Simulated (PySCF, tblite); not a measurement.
# C6H9NSi: geometry, infrared bands and NMR shifts

Wanted: the infrared bands and NMR shifts of C6H9NSi (`C[SiH2][C@@H]1C=C[C@@H]1C#N`), by calculation.

The runs use tblite 0.8.0 and PySCF 2.14.0, with density-fitted response routines of our own; the level of theory stands in each step. All values are computed, except where a source is named. Atoms count from 0, in the outputs and in this text.

### 1 Starting geometry

17 atoms, charge 0, multiplicity 1; geometry from: force field or distance geometry start.

Bonds of the start (Å): C0–Si1 1.85, Si1–C2 1.91, C2–C3 1.52, C3–C4 1.34, C4–C5 1.53, C5–C6 1.45, C6–N7 1.16, C5–C2 1.56, C0–H8 1.09, C0–H9 1.09, C0–H10 1.10, Si1–H11 1.50, Si1–H12 1.50, C2–H13 1.10, C3–H14 1.10, C4–H15 1.09, C5–H16 1.10.

### 2 Optimising the geometry with GFN2-xTB

What the job is given:

```
{"job": {"kind": "relax", "xc": "GFN2-xTB", "basis": "xTB"}, "charge": 0, "multiplicity": 1}
C      2.453600    -0.289200    -0.327200
Si     1.123900     0.054000     0.915900
C     -0.375600     0.815500     0.017500
C     -1.608800     1.006700     0.888500
C     -2.391100     0.226100     0.127200
C     -1.290100    -0.067600    -0.888300
C     -1.007800    -1.480900    -1.033000
N     -0.763600    -2.607000    -1.164000
H      3.347800    -0.696800     0.149700
H      2.729200     0.628400    -0.846900
H      2.107800    -1.010600    -1.078400
H      0.747500    -1.197500     1.642600
H      1.637200     1.015900     1.942100
H     -0.047400     1.733100    -0.495700
H     -1.786800     1.561500     1.819500
H     -3.434300    -0.077800     0.187100
H     -1.448500     0.398300    -1.866500
```

Command:

```
OMP_NUM_THREADS=1 python probes_run.py task.json out
```

The driver reads the jobs from task.json and runs them one after another.

**Question.** This job is followed by: GFN2-xTB harmonic vibrations, gas phase; GIAO PBE0/pcSseg-1 NMR shielding, non-relativistic, gas phase. What will the session give for the following? strongest single infrared mode (GFN2-xTB); zero-point energy (GFN2-xTB); ¹³C shifts against TMS (PBE0/pcSseg-1); ¹H shifts against TMS (PBE0/pcSseg-1, means over atoms taken as alike); ²⁹Si shifts against TMS (PBE0/pcSseg-1); ¹⁵N shifts against NH3 (PBE0/pcSseg-1).

**Answer**, as computed:

| quantity | value |
| --- | --- |
| strongest single infrared mode (GFN2-xTB) | 2219 cm⁻¹, 352 km/mol |
| zero-point energy (GFN2-xTB) | 79.6 kcal/mol |
| ¹³C shifts against TMS (PBE0/pcSseg-1) | 153.6, 139.0, 123.6, 36.9, 30.8, -8.2 ppm |
| ¹H shifts against TMS (PBE0/pcSseg-1, means over atoms taken as alike) | 6.52, 6.16, 4.27, 4.25, 3.64, 2.70, 0.40 ppm |
| ²⁹Si shifts against TMS (PBE0/pcSseg-1) | -39.1 ppm |
| ¹⁵N shifts against NH3 (PBE0/pcSseg-1) | 306.8 ppm |

**Reading.** Relaxing lowered the energy by 0.137 eV in 78 steps; the close pair that moved most is C0–Si1, from 1.852 to 1.894 Å. No mode is imaginary among the 45: a minimum at this level. The strongest single mode, at 2219 cm⁻¹, moves mainly H12. GFN2-xTB is a fitted tight-binding method: band positions and strengths are rough. Its intensities can rank the bands wrongly. At PBE0/pcSseg-1: Shielding is most anisotropic at N7 (span 479 ppm, paramagnetic term -379 ppm).
